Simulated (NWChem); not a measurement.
# One shape, several levels: Si4H8 (SMILES [SiH2]1[SiH2][SiH2][SiH2]1)

We compute a comparison of 3 runs (HF/STO-3G, HF/3-21G, B3LYP/6-31G*) of Si4H8. 

Program for the calculation: NWChem 7.3.0.

### Step 1. The system as given

The species is Si4H8 (12 atoms), meant as a singlet with charge 0. SMILES: `[SiH2]1[SiH2][SiH2][SiH2]1`. The shape is that of a PBE0-D4/def2-TZVP optimisation.

Bond lengths: Si1–Si2 2.364 Å, Si2–Si3 2.364 Å, Si1–Si4 2.364 Å, Si3–Si4 2.364 Å, Si1–H5 1.489 Å, Si1–H6 1.490 Å, Si2–H7 1.490 Å, Si2–H8 1.490 Å, Si3–H9 1.489 Å, Si3–H10 1.490 Å, Si4–H11 1.489 Å, Si4–H12 1.489 Å. Some angles: Si1–Si2–Si3 90.0°, Si2–Si1–Si4 90.0°, Si2–Si3–Si4 90.0°, Si1–Si4–Si3 90.0°, Si1–Si2–H7 114.3°, Si1–Si2–H8 114.4°, Si3–Si2–H7 114.3°, Si3–Si2–H8 114.4°, Si2–Si1–H5 114.3°, Si2–Si1–H6 114.4°.

### Step 2. Energy and gradient at HF/STO-3G (run 1)

The input, geom.nw:

```
start geom
memory stack 880 mb heap 220 mb global 1100 mb

geometry units angstroms noautosym nocenter noautoz
   Si      -0.258200      -1.504300       0.682700
   Si       1.219600      -0.639500      -0.947700
   Si       0.260500       1.505100      -0.680300
   Si      -1.221300       0.638900       0.945900
   H        0.414900      -2.028100       1.903800
   H       -1.197000      -2.542800       0.173900
   H        1.044700      -1.224300      -2.306400
   H        2.659900      -0.719900      -0.576300
   H        1.201200       2.539100      -0.166200
   H       -0.409100       2.035100      -1.900800
   H       -1.055400       1.225300       2.305000
   H       -2.659600       0.715500       0.566400
end

basis spherical bse
   Si library STO-3G
   H library STO-3G
end

scf
   thresh 1e-08
   maxiter 80
end

task scf gradient
```

The run is started by

```bash
$ nwchem geom.nw > geom.out
```

The log of the run:

```text
[...]
  functions       =    44
[...]
  wavefunction    = RHF
[...]
         Total SCF energy =  -1147.092793468064
      One-electron energy =  -2259.928258575337
      Two-electron energy =    781.979697096827
 Nuclear repulsion energy =    330.855768010446
        Time for solution =      1.7s
[...]
                         RHF ENERGY GRADIENTS
    atom               coordinates                        gradient
                 x          y          z           x          y          z
   1 Si     -0.487927  -2.842715   1.290116   -0.001969  -0.011222   0.005019
   2 Si      2.304710  -1.208480  -1.790893    0.009028  -0.004765  -0.006988
   3 Si      0.492274   2.844227  -1.285581    0.002006   0.011276  -0.005019
   4 Si     -2.307922   1.207346   1.787492   -0.008996   0.004745   0.007108
   5 H       0.784047  -3.832553   3.597660    0.015532  -0.009802   0.026634
   6 H      -2.262002  -4.805195   0.328623   -0.020852  -0.021468  -0.012376
   7 H       1.974197  -2.313592  -4.358464   -0.005583  -0.012335  -0.029403
   8 H       5.026482  -1.360414  -1.089049    0.030918  -0.000970   0.009653
   9 H       2.269939   4.798203  -0.314072    0.020862   0.021320   0.012480
  10 H      -0.773087   3.845781  -3.591991   -0.015483   0.009970  -0.026670
  11 H      -1.994417   2.315481   4.355818    0.005352   0.012375   0.029414
[...]
```

Run time: 2.5 s. Hardware: 1 thread of AMD EPYC 9R45 (Zen 5), shared host; peak memory 0.099 GiB.

### Step 3. Energy and gradient at HF/3-21G (run 2)

The input, h8si4.nw:

```
start h8si4
title "H8Si4 hf"
memory 2200 mb
charge 0

geometry units au noautosym nocenter noautoz
  Si  -0.48792729  -2.84271501   1.29011603
  Si   2.30470998  -1.20847986  -1.79089345
  Si   0.49227366   2.84422679  -1.28558068
  Si  -2.30792252   1.20734602   1.78749194
  H    0.78404737  -3.83255355   3.59766060
  H   -2.26200217  -4.80519559   0.32862337
  H    1.97419688  -2.31359169  -4.35846433
  H    5.02648252  -1.36041384  -1.08904917
  H    2.26993902   4.79820360  -0.31407248
  H   -0.77308696   3.84578164  -3.59199142
  H   -1.99441695   2.31548142   4.35581872
  H   -5.02591560   1.35209904   1.07034088
end

basis spherical bse
  * library 3-21G
end

scf
  singlet
  rhf
  thresh 1e-08
  maxiter 80
end

task scf gradient
```

The run is started by

```bash
$ nwchem h8si4.nw > h8si4.out
```

The log of the run:

```text
[...]
  functions       =    68
[...]
  wavefunction    = RHF
[...]
         Total SCF energy =  -1154.198346136168
      One-electron energy =  -2261.294347984016
      Two-electron energy =    776.240257758068
 Nuclear repulsion energy =    330.855744089781
        Time for solution =      1.9s
[...]
                         RHF ENERGY GRADIENTS
    atom               coordinates                        gradient
                 x          y          z           x          y          z
   1 Si     -0.487927  -2.842715   1.290116    0.002862   0.016538  -0.007487
   2 Si      2.304710  -1.208480  -1.790893   -0.013466   0.007027   0.010447
   3 Si      0.492274   2.844227  -1.285581   -0.002828  -0.016503   0.007501
   4 Si     -2.307923   1.207346   1.787492    0.013450  -0.007047  -0.010408
   5 H       0.784047  -3.832554   3.597661   -0.000238  -0.000726   0.000183
   6 H      -2.262002  -4.805196   0.328623   -0.000024  -0.000670   0.000424
   7 H       1.974197  -2.313592  -4.358464    0.000665  -0.000254  -0.000321
   8 H       5.026483  -1.360414  -1.089049    0.000479  -0.000326  -0.000532
   9 H       2.269939   4.798204  -0.314072   -0.000004   0.000650  -0.000449
  10 H      -0.773087   3.845782  -3.591991    0.000206   0.000729  -0.000221
  11 H      -1.994417   2.315481   4.355819   -0.000662   0.000251   0.000318
[...]
```

Run time: 2.8 s. Hardware: 1 thread of AMD EPYC 9R45 (Zen 5), shared host; peak memory 0.1 GiB.

### Step 4. Energy and gradient at B3LYP/6-31G(d) (Cartesian functions) (run 3)

The input, run.py:

```python
from ase import Atoms
from ase.calculators.nwchem import NWChem

system = Atoms(['Si', 'Si', 'Si', 'Si', 'H', 'H', 'H', 'H', 'H', 'H', 'H', 'H'], positions=[
    [-0.258200, -1.504300, 0.682700],
    [1.219600, -0.639500, -0.947700],
    [0.260500, 1.505100, -0.680300],
    [-1.221300, 0.638900, 0.945900],
    [0.414900, -2.028100, 1.903800],
    [-1.197000, -2.542800, 0.173900],
    [1.044700, -1.224300, -2.306400],
    [2.659900, -0.719900, -0.576300],
    [1.201200, 2.539100, -0.166200],
    [-0.409100, 2.035100, -1.900800],
    [-1.055400, 1.225300, 2.305000],
    [-2.659600, 0.715500, 0.566400],
])

calc = NWChem(
    label='h8si4',
    theory='dft',
    memory='2200 mb',
    basis='6-31G*',
    dft={'xc': 'b3lyp', 'mult': '1', 'grid': 'fine', 'convergence': 'energy 1e-08', 'iterations': '100', 'mulliken': None},
)
system.calc = calc

forces = system.get_forces()
e = system.get_potential_energy()
print(f"E = {e:.6f} eV")
print("forces (eV/A):")
for s, f in zip(system.symbols, forces):
    print(f"{s:2s} {f[0]:10.5f} {f[1]:10.5f} {f[2]:10.5f}")
print("dipole (e A):", system.get_dipole_moment().round(4))
```

The run is started by

```bash
$ export ASE_NWCHEM_COMMAND="nwchem PREFIX.nwi > PREFIX.nwo"
$ python run.py
```

The log of the run:

```text
E = -31640.730013 eV
forces (eV/A):
Si   -0.02016   -0.11560    0.05255
Si    0.09575   -0.04865   -0.07400
Si    0.01831    0.11369   -0.05338
Si   -0.09487    0.04973    0.07199
H     0.00129   -0.04299    0.03065
H    -0.01574   -0.04736    0.01167
H     0.02849   -0.02232   -0.03795
H     0.04402   -0.01676   -0.02031
H     0.01738    0.04870   -0.01034
H     0.00041    0.04263   -0.02844
H    -0.02854    0.02232    0.03785
H    -0.04633    0.01666    0.01975
dipole (e A): [0.0002 0.     0.0002]
```

The calculator wrote h8si4.nwi:

```
title "h8si4"

permanent_dir h8si4

scratch_dir h8si4

start h8si4

geometry units angstrom nocenter noautosym noautoz
  Si -2.5819999999999999e-01 -1.5043000000000000e+00 6.8269999999999997e-01
  Si 1.2196000000000000e+00 -6.3949999999999996e-01 -9.4769999999999999e-01
  Si 2.6050000000000001e-01 1.5051000000000001e+00 -6.8030000000000002e-01
  Si -1.2213000000000001e+00 6.3890000000000002e-01 9.4589999999999996e-01
  H  4.1489999999999999e-01 -2.0280999999999998e+00 1.9037999999999999e+00
  H  -1.1970000000000001e+00 -2.5428000000000002e+00 1.7390000000000000e-01
  H  1.0447000000000000e+00 -1.2242999999999999e+00 -2.3064000000000000e+00
  H  2.6598999999999999e+00 -7.1989999999999998e-01 -5.7630000000000003e-01
  H  1.2012000000000000e+00 2.5390999999999999e+00 -1.6619999999999999e-01
  H  -4.0910000000000002e-01 2.0350999999999999e+00 -1.9008000000000000e+00
  H  -1.0553999999999999e+00 1.2253000000000001e+00 2.3050000000000002e+00
  H  -2.6596000000000002e+00 7.1550000000000002e-01 5.6640000000000001e-01
end

memory 2200 mb

basis noprint
   * library 6-31G*
end

dft
  xc b3lyp
  mult 1
  grid fine
  convergence energy 1e-08
  iterations 100
  mulliken
end

task dft gradient
```

h8si4.nwo:

```text
Northwest Computational Chemistry Package (NWChem) 7.3.0
             --------------------------------------------------------

           Job information
           ---------------

    nwchem branch   = 7.3.0
    use scalapack   = T
    input           = h8si4.nwi
    prefix          = h8si4.
    data base       = h8si4/h8si4.db
    status          = startup
    nproc           =        1

           Memory information
           ------------------

[... 5 lines left out ...]
    hardfail = no
[... 114 lines left out ...]
  convergence criterion.
[... 41 lines left out ...]
          Spatial weights used:  Erf1
[... 32 lines left out ...]
 1-e energy   =   -2265.983931
[... 39 lines left out ...]
           Coulomb energy =      862.728578496199
[... 726 lines left out ...]
          Convergence on density requested:  1.00D-05
[... 27 lines left out ...]
          total energy or number of iterations.
[... 36 lines left out ...]
                 ----------------------------------------
                 |  Time  |  1-e(secs)   |  2-e(secs)   |
                 ----------------------------------------
                 |  CPU   |       0.01   |       1.84   |
                 ----------------------------------------
                 |  WALL  |       0.01   |       1.84   |
                 ----------------------------------------

 Task  times  cpu:       15.4s     wall:       15.4s
 Total times  cpu:       15.4s     wall:       15.4s
```

It took 16 s on 1 thread of AMD EPYC 9R45 (Zen 5), shared host; peak memory 0.14 GiB.

### Step 5. All runs side by side

```tsv
run	level	Cartesian functions	iteration cap	energy (Eh)	dipole moment (D)	HOMO energy (eV)	LUMO energy (eV)	wall time
1	HF/STO-3G	no	80	-1147.092793	0.00	-6.77	10.12	2.5 s
2	HF/3-21G	no	80	-1154.198346	0.00	-9.83	2.25	2.8 s
3	B3LYP/6-31G* (Cartesian functions)	yes	100	-1162.775391	0.00	-7.25	-1.06	16 s
```

### Step 6. Results

| quantity | value |
| --- | --- |
| run 3: total energy | -1162.77539 Eh |
| run 3: dipole moment | 0.00 D |
| run 3: HOMO energy | -7.25 eV |
| run 3: LUMO energy | -1.06 eV |
| run 3: HOMO–LUMO gap | 6.20 eV |
| run 3: largest force on an atom | 0.130 eV/Å |

The HOMO–LUMO gap runs from 6.20 eV (B3LYP/6-31G*) to 16.90 eV (HF/STO-3G). The two ends differ in method and basis. In run 1 the basis is minimal, so the values are rough. All runs together took 22 s, the longest 16 s.
